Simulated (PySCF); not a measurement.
# Gd2H6 (Gd2(H)2(H)4): the cost of one run

Method: several levels, as the steps say, no spin–orbit coupling; program: PySCF 2.14.0.

2 further runs of the same task are left out: 2 for a known fault of the program.

**1. The starting structure**

8 atoms, charge 0, spin multiplicity 1.

Bond lengths: Gd1–Gd2 3.602 Å, Gd1–H3 2.194 Å, Gd1–H4 2.194 Å, Gd1–H5 2.019 Å, Gd1–H6 2.019 Å, Gd2–H3 2.194 Å, Gd2–H4 2.194 Å, Gd2–H7 2.019 Å, Gd2–H8 2.019 Å. Angles: Gd2–Gd1–H3 34.8°, Gd2–Gd1–H4 34.8°, Gd2–Gd1–H5 122.7°, Gd2–Gd1–H6 122.7°, H3–Gd1–H4 69.7°, H3–Gd1–H5 116.3°, H3–Gd1–H6 116.3°, H4–Gd1–H5 116.3°, H4–Gd1–H6 116.3°, H5–Gd1–H6 114.5°, Gd1–Gd2–H3 34.8°, Gd1–Gd2–H4 34.8°, Gd1–Gd2–H7 122.7°, Gd1–Gd2–H8 122.7°, H3–Gd2–H4 69.7°, H3–Gd2–H7 116.3°, H3–Gd2–H8 116.3°, H4–Gd2–H7 116.3° and more.

Geometry (Å):

```
Gd    0.0000    0.0000    1.8009
Gd    0.0000    0.0000   -1.8009
H     1.2537    0.0000    0.0000
H    -1.2537    0.0000    0.0000
H     0.0000    1.6984    2.8923
H     0.0000   -1.6984    2.8923
H     0.0000    1.6984   -2.8923
H     0.0000   -1.6984   -2.8923
```

Formal oxidation states: Gd +3. Each metal's 7 4f electrons lie in its core potential, so multiplicities, spins and levels count the valence alone. An earlier session relaxed this geometry at PBE0, Gd lcecp-1-SVP with ECP53, H def2-SVP (singlet, point group D2h).

At PBE0 on the finer grid: E = -75.278521 Eh, HOMO -6.97 eV, LUMO -2.12 eV, Mulliken charge on Gd1 +0.89 e, largest force component 0.006 eV/Å. 

Levels to run: TPSS; BP86; M06-L; BLYP; PBE0, TZVP. Hardware: 2 threads of Arm Neoverse V1, shared host.

**2. TPSS**

Contents of run.py (the lines that set the calculation):

```python
mol = gto.M(atom='''
Gd     0.00000     0.00000     1.80088
Gd     0.00000     0.00000    -1.80088
H      1.25373     0.00000     0.00000
H     -1.25373     0.00000     0.00000
H      0.00000     1.69841     2.89234
H      0.00000    -1.69841     2.89234
H      0.00000     1.69841    -2.89234
H      0.00000    -1.69841    -2.89234''',
    basis={'Gd': 'lcecp-1-SVP', 'H': 'def2-SVP'},
    ecp={'Gd': 'lcecp-1-SVP'},
    charge=0, spin=0)
mf = dft.RKS(mol, xc='TPSS')
mf.grids.atom_grid = (75, 302)  # f atoms: unpruned, at least (60, 302)
mf = mf.density_fit()  # fitting sets: Gd AutoAux, H def2-universal-JKFIT
mf.conv_tol = 1e-08; mf.max_cycle = 55
mf.kernel(dm0)  # dm0: the density of the relaxed state
```

The run is started by

```bash
OMP_NUM_THREADS=2 python run.py
```

**Question.** How long does this run take on 2 threads of Arm Neoverse V1, shared host?

About 8.6 s.
